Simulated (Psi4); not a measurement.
**HF/def2-SVP (core potential) run of InNH4 (SMILES [NH2][InH2])**

Aim: the energy change on altering one bond length of InNH4 at HF/def2-SVP (core potential), from 2 runs. 

The calculation is run with Psi4 1.11.

11 further runs of the same task are left out: 10 that didn't finish, 1 set aside as unsound or not needed.

### Step 1. The structure to begin with

InNH4: 6 atoms, total charge 0, spin state singlet. SMILES: `[NH2][InH2]`. Geometry: relaxed at PBE0-D4/def2-TZVP.

Bond lengths: N1–In2 2.007 Å, N1–H3 1.006 Å, N1–H4 1.006 Å, In2–H5 1.712 Å, In2–H6 1.712 Å. Angles: N1–In2–H5 115.0°, N1–In2–H6 115.0°, In2–N1–H3 124.3°, In2–N1–H4 124.3°, H5–In2–H6 130.0°, H3–N1–H4 111.3°.

### Step 2. A single-point energy at HF/def2-SVP (core potential)

File input.inp:

```
memory 1600 MB

molecule m {
  0 1
  N     -0.17423275    -2.00405456     0.06916398
  In     0.18009090     1.76859468    -0.09127377
  H     -1.13005622    -2.93455570     1.42371966
  H      0.58940558    -3.20743215    -1.18920465
  H      1.91334770     2.87332857    -2.59024760
  H     -1.29899774     3.38317668     2.29053704
  units bohr
  symmetry c1
  no_reorient
  no_com
}

set basis def2-SVP
set puream true
set e_convergence 1e-09
set d_convergence 1e-08
set scf_type pk

e, wfn = energy("scf", return_wfn=True)
oeprop(wfn, "MAYER_INDICES", "LOWDIN_CHARGES", "WIBERG_LOWDIN_INDICES")
print_variables()
```

The run is started by

```
$ psi4 input.inp input.out -n 1
```

input.out:

```text
[...]
    !!!  WARNING: ECP capability is in beta. Please check occupations closely.  !!!
[...]
  Running in c1 symmetry.
[...]
  Nuclear repulsion =   70.741603796292011
[...]
  Multiplicity = 1
[...]
  Nalpha       = 16
  Nbeta        = 16
[...]
    Number of basis functions: 60
[...]
   @RHF iter   1:  -245.78901934767237   -1.52735e+00   8.53046e-03 DIIS/ADIIS
[...]
   @RHF iter  11:  -245.91295112193703   -1.16529e-12   2.01120e-09 DIIS
[...]
    Orbital Energies [Eh]
    ---------------------
    Doubly Occupied:
       1A    -15.514005     2A     -5.374929     3A     -3.635956
       4A     -3.627850     5A     -3.627775     6A     -1.085690
       7A     -1.022778     8A     -1.018348     9A     -1.016368
      10A     -1.014616    11A     -0.995188    12A     -0.616201
      13A     -0.570697    14A     -0.444374    15A     -0.408711
      16A     -0.370819
[...]
  @RHF Final Energy:  -245.91295112193703
   => Energetics <=
    Nuclear Repulsion Energy =             70.7416037962920115
    One-Electron Energy =                -552.6204988657652848
    Two-Electron Energy =                 235.9659439475362603
    Total Energy =                       -245.9129511219370272
[...]
 Multipole Moments:
 ------------------------------------------------------------------------------------
     Multipole            Electronic (a.u.)      Nuclear  (a.u.)        Total (a.u.)
 ------------------------------------------------------------------------------------
 L = 1.  Multiply by 2.5417464519 to convert [e a0] to [Debye]
 Dipole X            :         -2.6431656            2.6359790           -0.0071867
 Dipole Y            :        -23.3320530           23.2266238           -0.1054293
 Dipole Z            :          1.5044426           -1.4977969            0.0066458
 Magnitude           :                                                    0.1058827
[...]
```

It took 5.4 s on 1 thread of Intel Xeon Platinum 8259CL at 2.50GHz (Skylake/Cascade Lake), shared host; peak memory 0.21 GiB.

### Step 3. The distorted shape: energy and gradient at HF/def2-SVP (core potential)

File job.json:

```json
{
  "schema_name": "qcschema_input",
  "schema_version": 1,
  "molecule": {
    "schema_name": "qcschema_molecule",
    "schema_version": 2,
    "symbols": ["N", "In", "H", "H", "H", "H"],
    "geometry": [-0.28876905, -1.82356303, 0.25790226, 0.0655546, 1.9490862, 0.09746451, -1.24459252, -2.75406418, 1.61245795, 0.58940558, -3.20743215, -1.18920465, 1.7988114, 3.05382009, -2.40150931, -1.41353404, 3.5636682, 2.47927532],
    "molecular_charge": 0,
    "molecular_multiplicity": 1,
    "fix_symmetry": "c1",
    "fix_com": true,
    "fix_orientation": true
  },
  "driver": "gradient",
  "model": {
    "method": "hf",
    "basis": "def2-SVP"
  },
  "keywords": {
    "reference": "rhf",
    "puream": true,
    "e_convergence": 1e-09,
    "d_convergence": 1e-08,
    "scf_type": "pk",
    "scf_properties": ["QUADRUPOLE", "MULLIKEN_CHARGES", "WIBERG_LOWDIN_INDICES"]
  }
}
```

The run is started by

```
$ psi4 --qcschema job.json -n 1 --memory 1600MB
```

stdout:

```text
[...]
    !!!  WARNING: ECP capability is in beta. Please check occupations closely.  !!!
[...]
  Running in c1 symmetry.
[...]
  Nuclear repulsion =   70.056173940562459
[...]
  Multiplicity = 1
[...]
  Nalpha       = 16
  Nbeta        = 16
[...]
    Number of basis functions: 60
[...]
   @RHF iter   1:  -245.77022476483393   -1.59898e+00   8.46916e-03 DIIS/ADIIS
[...]
   @RHF iter  10:  -245.89620960851090   -7.44649e-12   8.42300e-09 DIIS
[...]
    Orbital Energies [Eh]
    ---------------------
    Doubly Occupied:
       1A    -15.527779     2A     -5.375149     3A     -3.636140
       4A     -3.628112     5A     -3.628013     6A     -1.072020
       7A     -1.022813     8A     -1.018602     9A     -1.016520
      10A     -1.014842    11A     -0.985530    12A     -0.591383
      13A     -0.560270    14A     -0.441267    15A     -0.408224
      16A     -0.369516
[...]
  @RHF Final Energy:  -245.89620960851090
   => Energetics <=
    Nuclear Repulsion Energy =             70.0561739405624593
    One-Electron Energy =                -551.3124068124463975
    Two-Electron Energy =                 235.3600232633730229
    Total Energy =                       -245.8962096085109010
[...]
 Multipole Moments:
 ------------------------------------------------------------------------------------
     Multipole            Electronic (a.u.)      Nuclear  (a.u.)        Total (a.u.)
 ------------------------------------------------------------------------------------
 L = 1.  Multiply by 2.5417464519 to convert [e a0] to [Debye]
 Dipole X            :          0.9142849           -0.9146463           -0.0003614
 Dipole Y            :        -28.9278410           28.8218609           -0.1059800
 Dipole Z            :         -4.3566633            4.3530898           -0.0035735
 Magnitude           :                                                    0.1060409
 L = 2.  Multiply by 1.3450342976 to convert [e a0^2] to [Debye ang]
 Quadrupole XX       :        -30.8392409            7.8041689          -23.0350720
 Quadrupole XY       :         -8.4403980            8.3624122           -0.0779858
[...]
  Mulliken Charges: (a.u.)
   Center  Symbol    Alpha    Beta     Spin     Total
       1     N     3.85043  3.85043  0.00000 -0.70086
       2    IN    10.12584 10.12584  0.00000  0.74831
       3     H     0.42784  0.42784  0.00000  0.14433
       4     H     0.41428  0.41428  0.00000  0.17144
       5     H     0.59114  0.59114  0.00000 -0.18228
       6     H     0.59047  0.59047  0.00000 -0.18094
   Total alpha = 16.00000, Total beta = 16.00000, Total charge = -0.00000
  Wiberg Bond Indices using Orthogonal Lowdin Orbitals:
[...]
  -Total Gradient:
     Atom            X                  Y                   Z
    ------   -----------------  -----------------  -----------------
       1       -0.035748329148     0.064098707608     0.059625687091
       2       -0.000774885880    -0.001017196824     0.001081698274
       3       -0.003362040363     0.002964085429     0.005358670755
       4        0.040451792905    -0.059009890009    -0.066221707569
       5       -0.002402790134    -0.003268929554     0.003290189652
       6        0.001836252620    -0.003766776651    -0.003134538202
[...]
```

The result, in JSON:

```text
{
 "driver": "gradient",
 "model": {
  "method": "hf",
  "basis": "def2-SVP"
 },
 "success": true,
 "return_result": [-0.035748329148175495, 0.06409870760844727, 0.05962568709068537, -0.0007748858798154448, -0.001017196823634152, 0.0010816982743923032, -0.0033620403625094497, 0.0029640854290275687, 0.005358670755079287, 0.040451792905281336, -0.05900989000918913, -0.06622170756929802, -0.002402790134360941, -0.0032689295535172497, 0.0032901896517222584, 0.0018362526196818302, -0.003766776651027287, -0.003134538202475265],
 "properties": {
  "calcinfo_nbasis": 60,
  "calcinfo_nmo": 60,
  "calcinfo_nalpha": 16,
  "calcinfo_nbeta": 16,
  "calcinfo_natom": 6,
  "nuclear_repulsion_energy": 70.05617394056246,
  "return_energy": -245.8962096085109,
  "return_gradient": [-0.035748329148175495, 0.06409870760844727, 0.05962568709068537, -0.0007748858798154448, -0.001017196823634152, 0.0010816982743923032, -0.0033620403625094497, 0.0029640854290275687, 0.005358670755079287, 0.040451792905281336, -0.05900989000918913, -0.06622170756929802, -0.002402790134360941, -0.0032689295535172497, 0.0032901896517222584, 0.0018362526196818302, -0.003766776651027287, -0.003134538202475265],
  "scf_one_electron_energy": -551.3124068124464,
  "scf_two_electron_energy": 235.36002326337302,
  "scf_dipole_moment": [-0.0003614157294034026, -0.10598004186331877, -0.003573453979465846],
  "scf_total_energy": -245.8962096085109,
  "scf_total_gradient": [-0.035748329148175495, 0.06409870760844727, 0.05962568709068537, -0.0007748858798154448, -0.001017196823634152, 0.0010816982743923032, -0.0033620403625094497, 0.0029640854290275687, 0.005358670755079287, 0.040451792905281336, -0.05900989000918913, -0.06622170756929802, -0.002402790134360941, -0.0032689295535172497, 0.0032901896517222584, 0.0018362526196818302, -0.003766776651027287, -0.003134538202475265],
  "scf_iterations": 10
 }
}
```

Run time: 7.2 s. Hardware: 1 thread of Intel Xeon Platinum 8259CL at 2.50GHz (Skylake/Cascade Lake), shared host; peak memory 0.21 GiB.

### Step 4. Results

At HF/def2-SVP (core potential):

| quantity | value |
| --- | --- |
| first shape: total energy | -245.91295 Eh |
| first shape: dipole moment | 0.27 D |
| first shape: HOMO energy | -10.09 eV |
| first shape: LUMO energy | 1.51 eV |
| first shape: HOMO–LUMO gap | 11.60 eV |
| distorted shape: total energy | -245.89621 Eh |
| distorted shape: dipole moment | 0.27 D |
| distorted shape: HOMO energy | -10.06 eV |
| distorted shape: LUMO energy | 1.52 eV |
| distorted shape: HOMO–LUMO gap | 11.57 eV |
| distorted shape: largest force on an atom | 5.013 eV/Å |
| energy change with the N1–H4 bond stretched from 1.006 to 1.157 Å | 0.456 eV |

**Reading.** With the N1–H4 bond stretched from 1.006 to 1.157 Å the energy rises by 0.46 eV (10.5 kcal/mol). The first shape isn't relaxed at this level, so the change isn't measured from a minimum. Mulliken charges (distorted shape) run from -0.70 on N1 to +0.75 on In2.
